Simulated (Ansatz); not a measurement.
# WS2 (2H monolayer type, one sheet): Wannier runs under varied settings

Which of these Wannier inputs for WS2 (2H monolayer type, one sheet) end well? Each is run as it stands.

Computed with Ansatz 0.2.0 (plane waves, PAW; the settings change from run to run, as each input shows, unless a step's input says otherwise).

### 1 The system as given

The structure is hexagonal, space group P-6m2 (No. 187). The conventional cell has a = 3.180 Å, b = 3.180 Å, c = 30.833 Å, α = 90.00°, β = 90.00°, γ = 120.00°. Around W (site symmetry -6m2) lie 6 S at 2.41 Å. S (site symmetry 3m) has 3 W at 2.41 Å as nearest neighbours.

Coordinates:

```
W S
1.0
     3.18031    0.00000    0.00000
    -1.59016    2.75423    0.00000
     0.00000    0.00000   30.83257
W S
1 2
Direct
  0.33333 0.66667 0.29190
  0.66667 0.33333 0.34248
  0.66667 0.33333 0.24132
```

Cell and atoms come from an earlier r2SCAN relaxation. No spin polarisation is used. The cell holds one sheet and vacuum, and is periodic in the plane alone.

### 2 Run 1

Contents of input.yaml:

```yaml
crystal:
  lattice:
    - [3.180312284, 0.0, 0.0]
    - [-1.590156142, 2.7542312299, 0.0]
    - [0.0, 0.0, 30.8325707176]
  atoms:
    - { symbol: W, position: [0.3333333333, 0.6666666667, 0.2918991116] }
    - { symbol: S, position: [0.6666666667, 0.3333333333, 0.3424814132] }
    - { symbol: S, position: [0.6666666667, 0.3333333333, 0.2413168099] }
  periodic: [true, true, false]
kpoints:
  mp_grid: { grid: [9, 9, 1] }
  band_path:
    path:
      - [0, 0, 0]
      - [0.5, 0, 0]
      - [0.3333333333333, 0.3333333333333, 0]
      - [0, 0, 0]
    npoints: 10
hamiltonian:
  xc: pbe
scf:
  occupations: { method: fixed }
  n_extra_bands: 12
output:
  forces: false
  stress: false
  eigenvalues: true
  wannier:
    kmesh: [6, 6, 1]
    projections:
      - { species: S, l: s, shell: 3 }
      - { species: S, l: p, shell: 3 }
      - { species: W, l: s, shell: 6 }
      - { species: W, l: p, shell: 6 }
    minimise: true
    write_hr: true
    conv_tol: 1.0e-08
    max_iter: 3000
    disentanglement: { window: [-31.73, 12.07], frozen_window: [-13.73, -2.43] }
  write_density: true
  write_potential: true
  elf: true
  volumetric_format: npy
```

On the command line:

```bash
$ ansatz run input.yaml --threads 4 --pin off --max-ram 5529MiB --backend cpu --events-out ev --progress --plain --runs-dir out
```

Log:

```text
Warning: RAYON_NUM_THREADS=4 ignored (pool sized by the plan → 4); use --threads N
W: the file doesn't list 6p, so it is added from the neutral free atom; the dataset's partial waves leave at most 2.5e-6 of an orbital's norm unspanned inside its sphere
scf.n_extra_bands = 12 over 13 filled bands (N_el = 26.0): the run solves 25 bands
Engine: ansatz 0.2.0, aarch64-unknown-linux-gnu
Pseudopotentials: kind: paw
Pseudopotential: W, paw, valence charge 14, recommended cutoff 420 eV (normal), W.paw.azcp
Pseudopotential: S, paw, valence charge 6, recommended cutoff 420 eV (normal), S.paw.azcp
Functional definition: PBE
  parameter kappa = 0.804
  parameter beta = 0.06672455060314922
  exchange = pbe_x(kappa = kappa, mu = beta*pi^2/3)
  correlation = pbe_c(beta = beta)
Crystal: 3 atoms, lattice volume = 270.072 Å³
Basis set: ecut = 420 eV, 5323 PW (Γ)
Bands: 25, of which v1, the nominal top of the filled ones, is band 13 counted from 1 (12 counted from 0)
Symmetry: 12 space group operations
Space group: P-6m2 (ITA 187), of the structure as read, at distance tolerance 6.5e-5 Å
k-points: 12 of 81 (time reversal used)
Non-local potential: W, projectors of the file, l = 0: 3, l = 1: 2, l = 2: 2, l = 3: 1
Non-local potential: S, projectors of the file, l = 0: 2, l = 1: 2, l = 2: 2
PAW form: soft (Blöchl's): semilocal exchange-correlation on the pseudo side does not see the compensation charge
PAW one-centre angular grid: W, 590 points (default); XC on 64 Gauss nodes
PAW one-centre angular grid: S, 110 points (default); XC on 64 Gauss nodes
Initial density: superposition of atomic densities (neutral atoms: chi_scale 0, normalization atom), corrected by the library's trained network
Initial wavefunctions: pseudopotential atomic-orbital guess
Functional: x = pbe(κ = 0.804, μ = 0.2195149727645171), c = pbe(β = 0.06672455060314922)
SCF iter   1: F=—  HF=-12191.425740 eV  |F-HF|=—  |Δ(HF+E_count)|=         —  Δρ=2.59e-3  dr2=2.39e-2  ethr=1.77e-3  ⟨swp⟩=8.2  Hψ=1719  notcnv=0  defer=117
preconditioner: auto → Resta (q_TF=auto, 1.847 Å⁻¹)  ε∞=1.6  [insulator: Δε(μ)=1.757 eV  Ē_g=12.229 eV  n_scr=18 (ndim 8)  ℏωp=9.6 eV  f_vac=0.771  ε∞_Penn≈1.6  vacuum switching on, ρ_ref=1.1e-2 e/Å³]
SCF iter   2: F=—  HF=-12191.433431 eV  |F-HF|=—  |Δ(HF+E_count)|=   7.69e-3  Δρ=2.07e-3  dr2=2.75e-2  ethr=9.21e-5  ⟨swp⟩=4.8  Hψ=712  notcnv=0  defer=120
SCF iter   3: F=—  HF=-12191.430453 eV  |F-HF|=—  |Δ(HF+E_count)|=   2.98e-3  Δρ=8.91e-4  dr2=1.06e-3  ethr=9.21e-5  ⟨swp⟩=3.1  Hψ=347  notcnv=0  defer=120
SCF iter   4: F=—  HF=-12191.432345 eV  |F-HF|=—  |Δ(HF+E_count)|=   1.89e-3  Δρ=1.93e-4  dr2=1.02e-4  ethr=4.07e-6  ⟨swp⟩=3.3  Hψ=526  notcnv=0  defer=120
SCF iter   5: F=—  HF=-12191.432367 eV  |F-HF|=—  |Δ(HF+E_count)|=   2.18e-5  Δρ=4.88e-5  dr2=2.97e-6  ethr=3.92e-7  ⟨swp⟩=2.9  Hψ=407  notcnv=0  defer=120
SCF iter   6: F=—  HF=-12191.432360 eV  |F-HF|=—  |Δ(HF+E_count)|=   7.08e-6  Δρ=7.81e-6  dr2=4.12e-7  ethr=1.14e-8  ⟨swp⟩=4.1  Hψ=623  notcnv=0  defer=120
SCF iter   7: F=-12191.432360 eV  HF=-12191.432360 eV  |F-HF|=1.67e-8  |Δ(HF+E_count)|=   9.81e-8  Δρ=1.89e-6  dr2=1.54e-8  ethr=3.85e-10  ⟨swp⟩=23.5  Hψ=3441  notcnv=0
SCF 1 converged in 7 iterations: F = -12191.432360 eV  dr2 = 1.54e-8
NSCF: frozen V_eff on 31 k-points
NSCF: frozen V_eff on 10 k-points
the Wannier pass solved 10 of the 36 points of its mesh, and has the states at the others by symmetry: states obtained by the crystal's operations at points that were solved too leave a residual of 1.76e-13 eV (read by the count's bands and the next), within 8.33e-6 eV
NSCF: frozen V_eff on 10 k-points
the Wannier pass solved 10 of the 36 points of its mesh, and has the states at the others by symmetry: states obtained by the crystal's operations at points that were solved too leave a residual of 2.78e-13 eV (read by the count's bands and the next), within 8.33e-6 eV
NSCF: frozen V_eff on 10 k-points
the Wannier pass solved 10 of the 36 points of its mesh, and has the states at the others by symmetry: states obtained by the crystal's operations at points that were solved too leave a residual of 3.33e-12 eV (read by the count's bands and the next), within 8.33e-6 eV
WARN: The output density's exchange-correlation potential varies sharply where the density is thin. Do not read a vacuum level from v_tot or v_xc, or from such a field of the output density. On a cell that repeats whose density bears no net charge and no dipole along the vacuum's axis use v_es (v_loc + v_h of the components); under efield.dipole_correction with no amplitude use v_es + v_field, which holds any external_charges[].barrier, or the levels of the report's work_function block, which leave it out; under a non-zero efield.amplitude the vacuum is tilted and has no level; on a cell that repeats and bears such a dipole with no correction it is tilted too, and efield.dipole_correction with no amplitude gives each side of its ramp a level where efield: is served; in a cell that repeats whose density bears a net charge (total_charge, or a fill off its count) it is curved and has none; of a slab under crystal.periodic whose density bears no net charge use v_es, which has a level on each side, short of where the two are joined; of another it falls or rises all the way out and has none; of a slab beside external_charges read slab_vacuum_level instead, which it has where they leave it neutral. The grid or the basis barely resolves most such structure, and the values can differ between equally converged runs; as a rule a tighter scf.convergence.dr2_threshold does not remove it. Where the density itself ripples (under the LDA too) a higher basis.ecutwfc lessens it. The files hold the spikes' plane waves up to the density's cutoff. Files: v_tot_of_output_density and the like, and their columns of v_z.tsv (output.write_potential); v_xc_of_output_density and the like, and their columns of v_comp_z.tsv (output.write_potential_components). Measured: with its Gaussian average of σ = 0.25 Å subtracted twice, the exchange-correlation potential is over 0.1 eV at 1950 of the grid points where the equally averaged density (valence and model cores) is under 1e-3 e/Å³, and 0.944 eV at the most among them, at an averaged density of 8.2e-4 e/Å³. The input density's (outcome.potential() and, of a run that writes arrays, v_tot and v_xc) is over 0.1 eV, so measured, at 1949 points of its own thin density, 0.943 eV at the most. See output.write_potential in the manual, Limitations
SCF converged after 7 iterations
Free energy (F): -12191.432360 eV
Harris-Foulkes:  -12191.432360 eV  (|F-HF|=1.67e-8)
Internal energy: -12191.432360 eV  (E = F + TS)
E sigma→0 (E₀):  -12191.432360 eV
Fermi energy:    -5.733533 eV
--- Per-component energies (eV) ---
  E_band       = -622.986192
  E_kinetic    = 666.103673
  E_local      = -45440.151209  (includes V_loc(G=0)·N_el)
  E_nonlocal   = 57.296034
  E_hartree    = 22321.834416
  E_xc         = -462.022124
  E_vxc        = -414.825298  (∫ρ·V_xc dr)
  E_paw        = -9763.128862  (= ΣΔE_a)
  E_vpaw       = -135.090435  (= ΣTr[D̂ρ^β])
  E_aug_tail   = -0.000060  (compensation charges beyond the density's cutoff)
  E_ewald      = 20428.635772
  E_smearing   = -0.000000  (= −TS)
  E_closure    = -0.000000  (closes the sum)
  Σ components = -12191.432360   (vs F -12191.432360, Δ=0.00e0)
--- Band table (eV; the first three rows and the last of 12) ---
  k-point 0: bands = ["-79.6634", "-43.9470", "-43.7944", "-43.7944", "-20.5244", "-18.8463", "-12.0832", "-8.6324", "-8.6324", "-7.8085", "-7.3825", "-7.3825", "-5.7347", "-2.8268", "-2.8268", "-2.6456", "-2.6456", "-0.7253 (-0.7257°)", "-0.3601 (-0.3654°)", "-0.1048 (-0.1209°)", "0.5881", "0.5990", "1.9054", "1.9619", "2.9302"]
  k-point 1: bands = ["-79.6615", "-43.9397", "-43.8348", "-43.8038", "-20.3221", "-18.7743", "-11.8451", "-9.1305", "-8.4531", "-8.4346", "-7.6859", "-7.0953", "-5.8557", "-3.0764", "-2.9550", "-2.8196", "-2.4618", "-0.2514 (-0.2534°)", "-0.1170 (-0.1222°)", "0.5153", "0.8291", "0.9198", "2.1646", "2.1940", "3.6937"]
  k-point 2: bands = ["-79.6564", "-43.9358", "-43.9211", "-43.8274", "-19.7712", "-18.5797", "-11.3058", "-10.0756", "-9.3644", "-8.2961", "-7.9279", "-7.2579", "-6.3963", "-3.3978", "-3.1088", "-2.6948", "-1.7537", "0.4525 (0.4508°)", "0.5720 (0.5682°)", "1.4122", "1.5327", "1.9992", "2.8097", "2.9403", "3.4279"]
  k-point 11: bands = ["-79.6443", "-44.0467", "-44.0123", "-43.8764", "-18.0833", "-17.9602", "-11.5200", "-11.0967", "-10.2291", "-9.6250", "-8.9620", "-8.0721", "-5.7335", "-3.9282", "-2.3329", "-1.6447", "-0.1489", "0.9594", "1.3362", "3.5687", "4.5905", "5.4228 (5.4227°)", "5.5862", "5.7407", "5.7759"]
  ° read free of the cell's end (the report's vacuum.weakly_bound_levels)
Error: a combination of the trial orbitals is all but absent from the optimal subspace at ik = 0: its weight there is 2.7e-15 of the largest combination's or less, which the computation cannot tell from zero, so that the projections give no starting gauge (the trial orbitals are those of output.wannier.projections, and ik = 0 is k-point 1 of the .win and .amn files); move output.wannier.disentanglement.frozen_window, whose bands are always kept in the subspace
```

Wall time 21 s (4 threads of Arm Neoverse V1, shared host); peak memory 0.61 GiB.

What is wrong: The run stopped with an error. Some combination of the trial orbitals has almost no weight, at one k point, in the states chosen from the window. To mend it, choose trial orbitals that match the bands, or move the windows as the message advises.

### 3 Run 2

Changes to input.yaml since step 2:

```diff
@@ -23,3 +23,3 @@
   occupations: { method: fixed }
-  n_extra_bands: 12
+  n_extra_bands: 6
 output:
@@ -30,7 +30,3 @@
     kmesh: [6, 6, 1]
-    projections:
-      - { species: S, l: s, shell: 3 }
-      - { species: S, l: p, shell: 3 }
-      - { species: W, l: s, shell: 6 }
-      - { species: W, l: p, shell: 6 }
+    projections: [{ species: W, l: d, shell: 5 }]
     minimise: true
@@ -38,7 +34,2 @@
     conv_tol: 1.0e-08
-    max_iter: 3000
-    disentanglement: { window: [-31.73, 12.07], frozen_window: [-13.73, -2.43] }
-  write_density: true
-  write_potential: true
-  elf: true
-  volumetric_format: npy
+    max_iter: 3
```

On the command line:

```bash
$ ansatz run input.yaml --threads 4 --pin off --max-ram 5529MiB --backend cpu --events-out ev --progress --plain --runs-dir out
```

Log:

```text
Error: invalid value for `output.wannier.max_iter`: must be ≥ 5; got 3
```

It took 0.05 s on 4 threads of Arm Neoverse V1, shared host; peak memory 0.077 GiB.

The program refused the input. The last message names the cause.

### 4 Run 3

Changes to input.yaml since step 3:

```diff
@@ -23,3 +23,3 @@
   occupations: { method: fixed }
-  n_extra_bands: 6
+  n_extra_bands: 12
 output:
@@ -30,6 +30,11 @@
     kmesh: [6, 6, 1]
-    projections: [{ species: W, l: d, shell: 5 }]
+    projections:
+      - { species: S, l: s, shell: 3 }
+      - { species: S, l: p, shell: 3 }
+      - { species: W, l: s, shell: 6 }
+      - { species: W, l: p, shell: 6 }
     minimise: true
     write_hr: true
-    conv_tol: 1.0e-08
-    max_iter: 3
+    conv_tol: 0.001
+    max_iter: 1000
+    disentanglement: { window: [-31.73, 12.07], frozen_window: [-13.73, -2.43] }
```

On the command line:

```bash
$ ansatz run input.yaml --threads 4 --pin off --max-ram 5529MiB --backend cpu --events-out ev --progress --plain --runs-dir out
```

Log:

```text
Warning: RAYON_NUM_THREADS=4 ignored (pool sized by the plan → 4); use --threads N
W: the file doesn't list 6p, so it is added from the neutral free atom; the dataset's partial waves leave at most 2.5e-6 of an orbital's norm unspanned inside its sphere
scf.n_extra_bands = 12 over 13 filled bands (N_el = 26.0): the run solves 25 bands
[... 9 set-up lines as earlier in the session ...]
Crystal: 3 atoms, lattice volume = 270.072 Å³
Basis set: ecut = 420 eV, 5323 PW (Γ)
Bands: 25, of which v1, the nominal top of the filled ones, is band 13 counted from 1 (12 counted from 0)
[... 2 set-up lines as earlier in the session ...]
k-points: 12 of 81 (time reversal used)
[... 8 set-up lines as earlier in the session ...]
SCF iter   1: F=—  HF=-12191.425740 eV  |F-HF|=—  |Δ(HF+E_count)|=         —  Δρ=2.59e-3  dr2=2.39e-2  ethr=1.77e-3  ⟨swp⟩=8.2  Hψ=1719  notcnv=0  defer=117
preconditioner: auto → Resta (q_TF=auto, 1.847 Å⁻¹)  ε∞=1.6  [insulator: Δε(μ)=1.757 eV  Ē_g=12.229 eV  n_scr=18 (ndim 8)  ℏωp=9.6 eV  f_vac=0.771  ε∞_Penn≈1.6  vacuum switching on, ρ_ref=1.1e-2 e/Å³]
SCF iter   2: F=—  HF=-12191.433431 eV  |F-HF|=—  |Δ(HF+E_count)|=   7.69e-3  Δρ=2.07e-3  dr2=2.75e-2  ethr=9.21e-5  ⟨swp⟩=4.8  Hψ=712  notcnv=0  defer=120
SCF iter   3: F=—  HF=-12191.430453 eV  |F-HF|=—  |Δ(HF+E_count)|=   2.98e-3  Δρ=8.91e-4  dr2=1.06e-3  ethr=9.21e-5  ⟨swp⟩=3.1  Hψ=347  notcnv=0  defer=120
SCF iter   4: F=—  HF=-12191.432345 eV  |F-HF|=—  |Δ(HF+E_count)|=   1.89e-3  Δρ=1.93e-4  dr2=1.02e-4  ethr=4.07e-6  ⟨swp⟩=3.3  Hψ=526  notcnv=0  defer=120
SCF iter   5: F=—  HF=-12191.432367 eV  |F-HF|=—  |Δ(HF+E_count)|=   2.18e-5  Δρ=4.88e-5  dr2=2.97e-6  ethr=3.92e-7  ⟨swp⟩=2.9  Hψ=407  notcnv=0  defer=120
SCF iter   6: F=—  HF=-12191.432360 eV  |F-HF|=—  |Δ(HF+E_count)|=   7.08e-6  Δρ=7.81e-6  dr2=4.12e-7  ethr=1.14e-8  ⟨swp⟩=4.1  Hψ=623  notcnv=0  defer=120
SCF iter   7: F=-12191.432360 eV  HF=-12191.432360 eV  |F-HF|=1.67e-8  |Δ(HF+E_count)|=   9.81e-8  Δρ=1.89e-6  dr2=1.54e-8  ethr=3.85e-10  ⟨swp⟩=23.5  Hψ=3441  notcnv=0
SCF 1 converged in 7 iterations: F = -12191.432360 eV  dr2 = 1.54e-8
NSCF: frozen V_eff on 31 k-points
NSCF: frozen V_eff on 10 k-points
the Wannier pass solved 10 of the 36 points of its mesh, and has the states at the others by symmetry: states obtained by the crystal's operations at points that were solved too leave a residual of 1.76e-13 eV (read by the count's bands and the next), within 8.33e-6 eV
NSCF: frozen V_eff on 10 k-points
the Wannier pass solved 10 of the 36 points of its mesh, and has the states at the others by symmetry: states obtained by the crystal's operations at points that were solved too leave a residual of 2.78e-13 eV (read by the count's bands and the next), within 8.33e-6 eV
NSCF: frozen V_eff on 10 k-points
the Wannier pass solved 10 of the 36 points of its mesh, and has the states at the others by symmetry: states obtained by the crystal's operations at points that were solved too leave a residual of 3.33e-12 eV (read by the count's bands and the next), within 8.33e-6 eV
SCF converged after 7 iterations
Free energy (F): -12191.432360 eV
Harris-Foulkes:  -12191.432360 eV  (|F-HF|=1.67e-8)
Internal energy: -12191.432360 eV  (E = F + TS)
E sigma→0 (E₀):  -12191.432360 eV
Fermi energy:    -5.733533 eV
--- Per-component energies (eV) ---
  E_band       = -622.986192
  E_kinetic    = 666.103673
  E_local      = -45440.151209  (includes V_loc(G=0)·N_el)
  E_nonlocal   = 57.296034
  E_hartree    = 22321.834416
  E_xc         = -462.022124
  E_vxc        = -414.825298  (∫ρ·V_xc dr)
  E_paw        = -9763.128862  (= ΣΔE_a)
  E_vpaw       = -135.090435  (= ΣTr[D̂ρ^β])
  E_aug_tail   = -0.000060  (compensation charges beyond the density's cutoff)
  E_ewald      = 20428.635772
  E_smearing   = -0.000000  (= −TS)
  E_closure    = -0.000000  (closes the sum)
  Σ components = -12191.432360   (vs F -12191.432360, Δ=0.00e0)
--- Band table (eV; the first three rows and the last of 12) ---
  k-point 0: bands = ["-79.6634", "-43.9470", "-43.7944", "-43.7944", "-20.5244", "-18.8463", "-12.0832", "-8.6324", "-8.6324", "-7.8085", "-7.3825", "-7.3825", "-5.7347", "-2.8268", "-2.8268", "-2.6456", "-2.6456", "-0.7253 (-0.7257°)", "-0.3601 (-0.3654°)", "-0.1048 (-0.1209°)", "0.5881", "0.5990", "1.9054", "1.9619", "2.9302"]
  k-point 1: bands = ["-79.6615", "-43.9397", "-43.8348", "-43.8038", "-20.3221", "-18.7743", "-11.8451", "-9.1305", "-8.4531", "-8.4346", "-7.6859", "-7.0953", "-5.8557", "-3.0764", "-2.9550", "-2.8196", "-2.4618", "-0.2514 (-0.2534°)", "-0.1170 (-0.1222°)", "0.5153", "0.8291", "0.9198", "2.1646", "2.1940", "3.6937"]
  k-point 2: bands = ["-79.6564", "-43.9358", "-43.9211", "-43.8274", "-19.7712", "-18.5797", "-11.3058", "-10.0756", "-9.3644", "-8.2961", "-7.9279", "-7.2579", "-6.3963", "-3.3978", "-3.1088", "-2.6948", "-1.7537", "0.4525 (0.4508°)", "0.5720 (0.5682°)", "1.4122", "1.5327", "1.9992", "2.8097", "2.9403", "3.4279"]
  k-point 11: bands = ["-79.6443", "-44.0467", "-44.0123", "-43.8764", "-18.0833", "-17.9602", "-11.5200", "-11.0967", "-10.2291", "-9.6250", "-8.9620", "-8.0721", "-5.7335", "-3.9282", "-2.3329", "-1.6447", "-0.1489", "0.9594", "1.3362", "3.5687", "4.5905", "5.4228 (5.4227°)", "5.5862", "5.7407", "5.7759"]
  ° read free of the cell's end (the report's vacuum.weakly_bound_levels)
Error: a combination of the trial orbitals is all but absent from the optimal subspace at ik = 0: its weight there is 2.7e-15 of the largest combination's or less, which the computation cannot tell from zero, so that the projections give no starting gauge (the trial orbitals are those of output.wannier.projections, and ik = 0 is k-point 1 of the .win and .amn files); move output.wannier.disentanglement.frozen_window, whose bands are always kept in the subspace
```

It took 20 s on 4 threads of Arm Neoverse V1, shared host; peak memory 0.59 GiB.

What is wrong: It ended in an error. Some combination of the trial orbitals has almost no weight, at one k point, in the states chosen from the window. To mend it, choose trial orbitals that match the bands, or move the windows as the message advises.

### 5 Summary

| run | settings | ended | fault | time |
| --- | --- | --- | --- | --- |
| 1 | PBE, 12 functions, 6×6×1, window -31.73 to 12.07 eV, frozen -13.73 to -2.43 eV | stopped by an error | some combination of the trial orbitals has almost no weight, at one k point, in the states chosen from the window | 21 s |
| 2 | PBE, 5 functions, 6×6×1 | refused | see the message | 0.05 s |
| 3 | PBE, 12 functions, 6×6×1, window -31.73 to 12.07 eV, frozen -13.73 to -2.43 eV | stopped by an error | some combination of the trial orbitals has almost no weight, at one k point, in the states chosen from the window | 20 s |

**Reading.** 2 stopped by an error, 1 refused. No run passed without a fault or warning, so no result is quoted.
